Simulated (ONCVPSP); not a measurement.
# Tc: the cost of one run

Method: ONCVPSP 4.0.1, PBE, scalar-relativistic.

## 1. The atom and the settings

Typed settings, in words:

| Item | Value |
| --- | --- |
| element | technetium (Tc, Z = 43) |
| type | optimised norm-conserving Vanderbilt (ONCV) |
| frozen core | [Ar] 3d10 |
| valence charge | 15 |
| reference configuration | 4s2 4p6 4d5 5s2 |
| partial waves | 4s+5s: rc 1.50 bohr, ncon 4, nbas 8, qcut 10 1/bohr, 2 projectors; 4p: rc 1.35 bohr, ncon 4, nbas 9, qcut 6.7 1/bohr, 2 projectors, debl 1.5 Ha; 4d: rc 2.20 bohr, ncon 4, nbas 9, qcut 8.1 1/bohr, 3 projectors, debl 2.8 Ha |
| local potential | polynomial inside 1.25 bohr (lpopt 5, dvloc0 0 Ha) |
| core correction | Teter function, fcfact 6, rcfact 1.35 |

## 2. Generation

The input, Tc.dat:

```
# ATOM AND REFERENCE CONFIGURATION
# atsym  z   nc   nv     iexc    psfile
  Tc 43.00    6    4        4      upf
#
#   n    l    f
    1    0    2.00
    2    0    2.00
    2    1    6.00
    3    0    2.00
    3    1    6.00
    3    2   10.00
    4    0    2.00
    4    1    6.00
    4    2    5.00
    5    0    2.00
#
# PSEUDOPOTENTIAL AND OPTIMIZATION
# lmax
    2
#
#   l,   rc,      ep,       ncon, nbas, qcut
    0    1.50    0.00    4    8   10.00
    1    1.35    0.00    4    9    6.70
    2    2.20    0.00    4    9    8.10
#
# LOCAL POTENTIAL
# lloc, lpopt,  rc(5),   dvloc0
    4    5    1.25    0.00
#
# VANDERBILT-KLEINMAN-BYLANDER PROJECTORs
# l, nproj, debl
    0    2    0.50
    1    2    1.50
    2    3    2.80
#
# MODEL CORE CHARGE
# icmod, fcfact, rcfact
    3    6.00    1.35
#
# LOG DERIVATIVE ANALYSIS
# epsh1, epsh2, depsh
   -4.00    5.00    0.02
#
# OUTPUT GRID
# rlmax, drl
    6.00    0.01
#
# TEST CONFIGURATIONS
# ncnf
    4
# nvcnf
#   n    l    f
    4
    4    0    2.00
    4    1    6.00
    4    2    5.00
    5    0    1.00
#
    4
    4    0    2.00
    4    1    6.00
    4    2    5.00
    5    0    0.00
#
    4
    4    0    2.00
    4    1    6.00
    4    2    4.00
    5    0    0.00
#
    5
    4    0    2.00
    4    1    6.00
    4    2    5.00
    5    0    0.00
    5    1    2.00
#
```

Launch:

```console
oncvpsp.x < Tc.dat > Tc.out
```

**Question.** How long does this run take on 1 thread of AMD EPYC 9R45, shared host?

About 5.4 s.
